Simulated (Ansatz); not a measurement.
**F₂H₃OSi₂ radical: how energies converge with the basis set**

The task here is to estimate one member of a computed series from the others.

Program: Ansatz 0.2.0, Gaussian basis. Level of theory: one geometry, several basis sets. These are calculated values, not measurements.

Levels to be run: PBE0-D4/def2-SVP; ωB97M-V/def2-SVP; PBE0-D4/def2-QZVPP; ωB97M-V/def2-QZVPP; the functionals' def2-TZVPP values are taken from earlier runs.

### The geometry

An earlier PBE0-D4 in a triple-zeta def2 set relaxation fixed the geometry.

SMILES `F[SiH](F)O[SiH2]`, 8 atoms, charge 0, spin multiplicity 2.

Atoms are counted from 1 here; the program's logs count them from 0.

Bond lengths: F1–Si2 1.582 Å, Si2–F3 1.581 Å, Si2–O4 1.603 Å, Si2–H6 1.464 Å, O4–Si5 1.648 Å, Si5–H7 1.488 Å, Si5–H8 1.490 Å. Angles: F1–Si2–F3 106.8°, F1–Si2–O4 110.0°, F1–Si2–H6 109.6°, F3–Si2–O4 109.8°, F3–Si2–H6 109.5°, O4–Si2–H6 111.0°, Si2–O4–Si5 152.4°, O4–Si5–H7 107.2°, O4–Si5–H8 109.1°, H7–Si5–H8 111.0°.

The first run:

The input, in.yaml:

```yaml
crystal:
  periodic: [false, false, false]
  atoms:
    - {symbol: F, position_ang: [-0.116614, -0.408052, 2.158632]}
    - {symbol: Si, position_ang: [0.851291, 0.117096, 1.023496]}
    - {symbol: F, position_ang: [2.027094, -0.932721, 0.905266]}
    - {symbol: O, position_ang: [0.064043, 0.211120, -0.369584]}
    - {symbol: Si, position_ang: [-0.912969, -0.413678, -1.540273]}
    - {symbol: H, position_ang: [1.395466, 1.420729, 1.407235]}
    - {symbol: H, position_ang: [-0.937877, 0.564136, -2.661895]}
    - {symbol: H, position_ang: [-2.278338, -0.615829, -0.978677]}
basis:
  gaussian: {orbitals: def2-SVP}
magnetization: {spin_polarized: true, initial_magnetization: 1}
hamiltonian: {xc: pbe0, dispersion: d4}
output: {orbitals: {seedname: orbitals}}
```

The run is started by

```
$ ansatz run in.yaml --threads 4 --pin off --events-out ev --progress --plain --max-ram 10444MiB
```

Among the steps run: PBE0-D4 in def2-SVP; ωB97M-V in def2-SVP; PBE0-D4 in def2-QZVPP; ωB97M-V in def2-QZVPP.

One of the session's tables, all rows but one given; the rest of the session is left out.

It belongs to the step «Density functionals: the series». 

```
functional       basis  HOMO (eV)  LUMO (eV)
   PBE0-D4    def2-SVP          ?          ?
   PBE0-D4  def2-TZVPP      -6.40      -2.49
   PBE0-D4  def2-QZVPP      -6.41      -2.52
   ωB97M-V    def2-SVP      -8.09      -0.77
   ωB97M-V  def2-TZVPP      -8.16      -0.88
   ωB97M-V  def2-QZVPP      -8.19      -0.95
```

Estimate the missing values for PBE0-D4, def2-SVP.

The run gave: HOMO (eV): -6.34; LUMO (eV): -2.46. In the column «HOMO (eV)» it is the highest.
